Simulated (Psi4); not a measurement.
# doublet CH3In− at 5 levels

Wanted: a comparison of 5 runs (UHF/STO-3G, UHF/3-21G, UBLYP/def2-SVPD, UPBE/def2-SVPD, UMP2/def2-SVPD) of doublet CH3In−. 

The calculation is run with Psi4 1.11.

4 further runs of the same task are left out: 4 that didn't finish.

### Step 1. The molecule

The species is CH3In− (5 atoms), meant as a doublet with charge -1. As SMILES of the parent species, `C[In]`. Geometry: relaxed at PBE0-D4/def2-TZVP. That shape belongs to the parent species and isn't relaxed for this state.

Bond lengths: C1–In2 2.238 Å, C1–H3 1.096 Å, C1–H4 1.096 Å, C1–H5 1.096 Å. Angles: In2–C1–H3 111.3°, In2–C1–H4 111.3°, In2–C1–H5 111.3°, H3–C1–H4 107.6°, H3–C1–H5 107.6°, H4–C1–H5 107.6°.

### Step 2. A single-point energy at UHF/STO-3G (run 1)

Input file job.json:

```json
{
  "schema_name": "qcschema_input",
  "schema_version": 1,
  "molecule": {
    "schema_name": "qcschema_molecule",
    "schema_version": 2,
    "symbols": ["C", "In", "H", "H", "H"],
    "geometry": [-0.34538524, 0.13823347, -0.13337687, 3.35001199, -1.3406851, 1.2937254, -1.83862793, -0.07732759, 1.28529722, -0.94970076, -0.87027557, -1.83824998, -0.21629805, 2.15007369, -0.60737687],
    "molecular_charge": -1,
    "molecular_multiplicity": 2,
    "fix_symmetry": "c1"
  },
  "driver": "energy",
  "model": {
    "method": "scf",
    "basis": "STO-3G"
  },
  "keywords": {
    "reference": "uhf",
    "puream": true,
    "e_convergence": 1e-09,
    "d_convergence": 1e-08,
    "scf_type": "pk",
    "maxiter": 100,
    "scf_properties": ["MULLIKEN_CHARGES", "WIBERG_LOWDIN_INDICES", "QUADRUPOLE"]
  }
}
```

The run is started by

```sh
$ psi4 --qcschema job.json -n 1 --memory 2200MB
```

stdout:

```text
[...]
  Running in c1 symmetry.
[...]
  Nuclear repulsion =  106.644946707181049
[...]
  Multiplicity = 2
[...]
  Nalpha       = 30
  Nbeta        = 29
[...]
    Number of basis functions: 35
[...]
   @UHF iter   1: -5721.51624857121897   -3.65585e+00   1.38571e-02 ADIIS/DIIS
[...]
   @UHF iter  15: -5721.75394341332048   -4.54747e-12   7.14624e-09 DIIS
[...]
   @S^2 Observed:                7.533830753E-01
[...]
    Orbital Energies [Eh]
    ---------------------
    Alpha Occupied:
       1A   -986.370097     2A   -145.512526     3A   -137.522833
       4A   -137.522599     5A   -137.521820     6A    -27.212676
       7A    -24.230346     8A    -24.228861     9A    -24.227327
      10A    -16.096034    11A    -16.095314    12A    -16.095240
      13A    -16.092405    14A    -16.091519    15A    -10.674565
      16A     -3.789680    17A     -2.611198    18A     -2.603944
      19A     -2.596145    20A     -0.608915    21A     -0.248715
      22A     -0.247904    23A     -0.123997    24A     -0.098636
      25A     -0.098532    26A     -0.096723    27A     -0.085904
      28A     -0.066419    29A      0.107016    30A      0.216860
    Alpha Virtual:
[...]
  @UHF Final Energy: -5721.75394341332048
   => Energetics <=
    Nuclear Repulsion Energy =            106.6449467071810489
    One-Electron Energy =               -8159.8232100732957406
    Two-Electron Energy =                2331.4243199527950310
    Total Energy =                      -5721.7539434133195755
  UHF NO Occupations:
  HONO-2 :   28  A 1.9999798
  HONO-1 :   29  A 1.9983443
[...]
 Multipole Moments:
 ------------------------------------------------------------------------------------
     Multipole            Electronic (a.u.)      Nuclear  (a.u.)        Total (a.u.)
 ------------------------------------------------------------------------------------
 L = 1.  Multiply by 2.5417464519 to convert [e a0] to [Debye]
 Dipole X            :          9.7433807           -9.5581496            0.1852311
 Dipole Y            :         -3.9029605            3.8252121           -0.0777483
 Dipole Z            :          3.7611601           -3.6912060            0.0699542
 Magnitude           :                                                    0.2127180
 L = 2.  Multiply by 1.3450342976 to convert [e a0^2] to [Debye ang]
 Quadrupole XX       :       -149.5818621          120.2433876          -29.3384746
 Quadrupole XY       :         47.6167931          -45.8857649            1.7310282
[...]
  Mulliken Charges: (a.u.)
   Center  Symbol    Alpha    Beta     Spin     Total
       1     C     3.15655  3.20487 -0.04832 -0.36143
       2    IN    25.25994 24.23363  1.02631 -0.49358
       3     H     0.52802  0.52033  0.00768 -0.04835
       4     H     0.52526  0.52278  0.00248 -0.04805
       5     H     0.53022  0.51838  0.01185 -0.04860
   Total alpha = 30.00000, Total beta = 29.00000, Total charge = -1.00000
  Wiberg Bond Indices using Orthogonal Lowdin Orbitals:
  Total Bond Index:
[...]
```

The result, in JSON:

```text
{
 "driver": "energy",
 "model": {
  "method": "scf",
  "basis": "STO-3G"
 },
 "success": true,
 "return_result": -5721.7539434133205,
 "properties": {
  "calcinfo_nbasis": 35,
  "calcinfo_nmo": 35,
  "calcinfo_nalpha": 30,
  "calcinfo_nbeta": 29,
  "calcinfo_natom": 5,
  "nuclear_repulsion_energy": 106.64494670718105,
  "return_energy": -5721.7539434133205,
  "scf_one_electron_energy": -8159.823210073296,
  "scf_two_electron_energy": 2331.424319952795,
  "scf_dipole_moment": [0.1852310597389657, -0.07774831505114843, 0.06995415123512405],
  "scf_total_energy": -5721.7539434133205,
  "scf_iterations": 15
 }
}
```

Run time: 4.5 s. Hardware: 1 thread of Intel Xeon at 2.50GHz (Skylake/Cascade Lake), shared host; peak memory 0.18 GiB.

### Step 3. Energy and forces at UHF/3-21G (run 2)

Input file ch3in.xyz:

```xyz
5
CH3In
C     -0.182770     0.073150    -0.070580
In     1.772750    -0.709460     0.684610
H     -0.972960    -0.040920     0.680150
H     -0.502560    -0.460530    -0.972760
H     -0.114460     1.137770    -0.321410
```

Input file ch3in.py:

```python
import psi4

psi4.set_memory(2200000000)
psi4.set_num_threads(1)
psi4.core.set_output_file('ch3in.out', False)

with open('ch3in.xyz') as f:
    atoms = ''.join(f.readlines()[2:])
molecule = psi4.geometry('-1 2\n' + atoms + 'symmetry c1')

options = {'basis': '3-21G', 'reference': 'uhf', 'puream': True, 'e_convergence': 1e-09, 'd_convergence': 1e-08, 'scf_type': 'pk', 'maxiter': 100}
psi4.set_options(options)

e, wfn = psi4.gradient('hf', molecule=molecule, return_wfn=True)
psi4.oeprop(wfn, 'QUADRUPOLE', 'WIBERG_LOWDIN_INDICES', 'MAYER_INDICES')
print('gradient / Eh bohr^-1')
print(e.np.round(6))
print(f'energy = {wfn.energy():.10f} Eh')
for k, v in sorted(psi4.core.scalar_variables().items()):
    print(f'{k:45s} {v:18.10f}')
```

The run is started by

```sh
$ python ch3in.py
```

ch3in.out, cut to the lines that bear on the results:

```text
[...]
  Running in c1 symmetry.
[...]
  Nuclear repulsion =  106.644946659215577
[...]
  Multiplicity = 2
[...]
  Nalpha       = 30
  Nbeta        = 29
[...]
    Number of basis functions: 46
[...]
   @UHF iter   1: -5753.70378545340463   -3.80651e+00   1.27700e-02 ADIIS/DIIS
[...]
   @UHF iter  64: -5754.09534780292324   -7.18501e-11   1.22332e-09 DIIS
[...]
   @S^2 Observed:                7.568680080E-01
[...]
  @UHF Final Energy: -5754.09534780292324
   => Energetics <=
    Nuclear Repulsion Energy =            106.6449466592155773
    One-Electron Energy =               -8172.5466489427071792
    Two-Electron Energy =                2311.8063544805686433
    Total Energy =                      -5754.0953478029223334
  UHF NO Occupations:
  HONO-2 :   28  A 1.9999196
  HONO-1 :   29  A 1.9966683
[...]
  -Total Gradient:
     Atom            X                  Y                   Z
    ------   -----------------  -----------------  -----------------
       1        0.013537696200    -0.008922704306     0.001148199863
       2       -0.013279128000     0.005966095604    -0.004370003129
       3       -0.001346095920     0.000100733985     0.003895203017
       4       -0.000285017073    -0.000971299753    -0.001400685750
       5        0.001372544922     0.003827174647     0.000727285997
[...]
 Multipole Moments:
 ------------------------------------------------------------------------------------
     Multipole            Electronic (a.u.)      Nuclear  (a.u.)        Total (a.u.)
 ------------------------------------------------------------------------------------
 L = 1.  Multiply by 2.5417464519 to convert [e a0] to [Debye]
 Dipole X            :          8.9630952           -9.5581496           -0.5950544
 Dipole Y            :         -3.5789013            3.8252121            0.2463109
 Dipole Z            :          3.4709002           -3.6912060           -0.2203058
 Magnitude           :                                                    0.6806566
 L = 2.  Multiply by 1.3450342976 to convert [e a0^2] to [Debye ang]
 Quadrupole XX       :       -157.4507756          120.2433877          -37.2073879
 Quadrupole XY       :         46.4372865          -45.8857647            0.5515218
[...]
```

The script printed:

```text
gradient / Eh bohr^-1
[[ 0.013538 -0.008923  0.001148]
 [-0.013279  0.005966 -0.00437 ]
 [-0.001346  0.000101  0.003895]
 [-0.000285 -0.000971 -0.001401]
 [ 0.001373  0.003827  0.000727]]
energy = -5754.0953478029 Eh
CURRENT ENERGY                                  -5754.0953478029
CURRENT REFERENCE ENERGY                        -5754.0953478029
DD SOLVATION ENERGY                                 0.0000000000
HF KINETIC ENERGY                                5766.8257152530
HF POTENTIAL ENERGY                            -11520.9210630559
HF TOTAL ENERGY                                 -5754.0953478029
HF VIRIAL RATIO                                     1.9977924827
NUCLEAR REPULSION ENERGY                          106.6449466592
ONE-ELECTRON ENERGY                             -8172.5466489427
PCM POLARIZATION ENERGY                             0.0000000000
PE ENERGY                                           0.0000000000
SCF ITERATION ENERGY                            -5754.0953478029
SCF ITERATIONS                                     64.0000000000
SCF TOTAL ENERGY                                -5754.0953478029
TWO-ELECTRON ENERGY                              2311.8063544806
```

Run time: 6.9 s. Hardware: 1 thread of Intel Xeon at 2.50GHz (Skylake/Cascade Lake), shared host; peak memory 0.2 GiB.

Runs 3 to 4 aren't shown in full; the table further down has their settings and results.

### Step 4. A single-point energy at UMP2/def2-SVPD (core potential) (run 5)

Input file calc.dat:

```
memory 2200 MB

molecule {
  -1 2
  C
  In 1 r2
  H 1 r3 2 a3
  H 1 r4 3 a4 2 d4
  H 1 r5 3 a5 4 d5

  r2 = 2.237599
  r3 = 1.095905
  a3 = 111.2562
  r4 = 1.095905
  a4 = 107.62869
  d4 = 122.12592
  r5 = 1.0959
  a5 = 107.62891
  d5 = 115.74742
  symmetry c1
  no_reorient
  no_com
}

set {
  reference       uhf
  puream          true
  e_convergence   1e-09
  d_convergence   1e-08
  scf_type        pk
  num_frozen_docc 5
  mp2_type        conv
  maxiter         100
}

result, w = energy("mp2/def2-SVPD", return_wfn=True)
```

The run is started by

```sh
$ psi4 calc.dat calc.out -n 1
```

calc.out:

```text
[...]
    !!!  WARNING: ECP capability is in beta. Please check occupations closely.  !!!
[...]
  Running in c1 symmetry.
[...]
  Nuclear repulsion =   51.184427394875740
[...]
  Multiplicity = 2
[...]
  Nalpha       = 16
  Nbeta        = 15
[...]
    Number of basis functions: 76
[...]
   @UHF iter   1:  -228.53229543474455   -9.96378e-01   7.52423e-03 DIIS/ADIIS
[...]
   @UHF iter  37:  -228.76586078593678    3.19346e-10   5.62921e-09 DIIS
[...]
   @S^2 Observed:                7.766134324E-01
[...]
    Orbital Energies [Eh]
    ---------------------
    Alpha Occupied:
       1A    -11.024180     2A     -5.150083     3A     -3.408042
       4A     -3.404153     5A     -3.399378     6A     -0.797324
       7A     -0.791535     8A     -0.789751     9A     -0.788273
      10A     -0.782084    11A     -0.713557    12A     -0.361406
      13A     -0.360749    14A     -0.275369    15A     -0.090830
      16A      0.001788
    Alpha Virtual:
      17A      0.192147    18A      0.201355    19A      0.239431
      20A      0.258226    21A      0.259067    22A      0.273665
      23A      0.273972    24A      0.275553    25A      0.366365
[...]
  @UHF Final Energy:  -228.76586078593678
   => Energetics <=
    Nuclear Repulsion Energy =             51.1844273948757404
    One-Electron Energy =                -495.6871639603631365
    Two-Electron Energy =                 215.7368757795506156
    Total Energy =                       -228.7658607859367805
  UHF NO Occupations:
  HONO-2 :   14  A 1.9997104
  HONO-1 :   15  A 1.9870235
[...]
 Multipole Moments:
 ------------------------------------------------------------------------------------
     Multipole            Electronic (a.u.)      Nuclear  (a.u.)        Total (a.u.)
 ------------------------------------------------------------------------------------
 L = 1.  Multiply by 2.5417464519 to convert [e a0] to [Debye]
 Dipole X            :          0.0000145           -0.0000178           -0.0000033
 Dipole Y            :          0.0375694           -0.0000002            0.0375693
 Dipole Z            :         24.5931551          -25.1162645           -0.5231094
 Magnitude           :                                                    0.5244568
[...]
	SCS-MP2 Total Energy (a.u.)        :  -229.00516089584610
	SOS-MP2 Total Energy (a.u.)        :  -228.98658144446318
	SCSN-MP2 Total Energy (a.u.)       :  -228.86396028923855
[...]
	SOS-PI-MP2 Total Energy (a.u.)     :  -229.02336822088424
[...]
	MP2 Total Energy (a.u.)            :  -229.00553302219083
[...]
```

It took 16 s on 1 thread of Intel Xeon at 2.50GHz (Skylake/Cascade Lake), shared host; peak memory 0.33 GiB.

### Step 5. Overview of the runs

| run | level | task | core potential | energy (Eh) | HOMO energy (eV) | LUMO energy (eV) | ⟨S²⟩ | wall time |
| --- | --- | --- | --- | --- | --- | --- | --- | --- |
| 1 | UHF/STO-3G | energy | none | -5721.753943 | 5.90 | 13.77 | 0.753 | 4.5 s |
| 2 | UHF/3-21G | gradient | none | -5754.095348 | 0.48 | 5.73 | 0.757 | 6.9 s |
| 3 | UBLYP/def2-SVPD (core potential) | gradient | def2 | -229.927752 | 2.69 | 2.77 | 0.752 | 73 s |
| 4 | UPBE/def2-SVPD (core potential) | gradient | def2 | -229.940349 | 2.45 | 2.62 | 0.753 | 93 s |
| 5 | UMP2/def2-SVPD (core potential) | energy | def2 | -229.005533 | 0.05 | 5.23 | 0.777 | 16 s |

### Step 6. Outcome

```
                                                         quantity          value
                                              run 5: total energy  -229.00553 Eh
run 5: HOMO energy (Hartree–Fock orbitals) (highest over α and β)        0.05 eV
 run 5: LUMO energy (Hartree–Fock orbitals) (lowest over α and β)        5.23 eV
               run 5: correlation energy (5 core orbitals frozen)     -239.7 mEh
                         run 5: ⟨S²⟩ of the reference determinant          0.777
```

In words: Totals of different functionals can't be ranked against each other. Some runs of one species differ in core potentials or relativity; totals across that change don't compare. In runs 1, 2, 3, 4, 5 the HOMO lies above zero, so the outermost electron may be held by the basis alone. In run 1 the basis is minimal, so the values are rough. In runs 1, 2 relativity is left out where basis or elements ask for it. All runs together took 3.2 min, the longest 93 s.
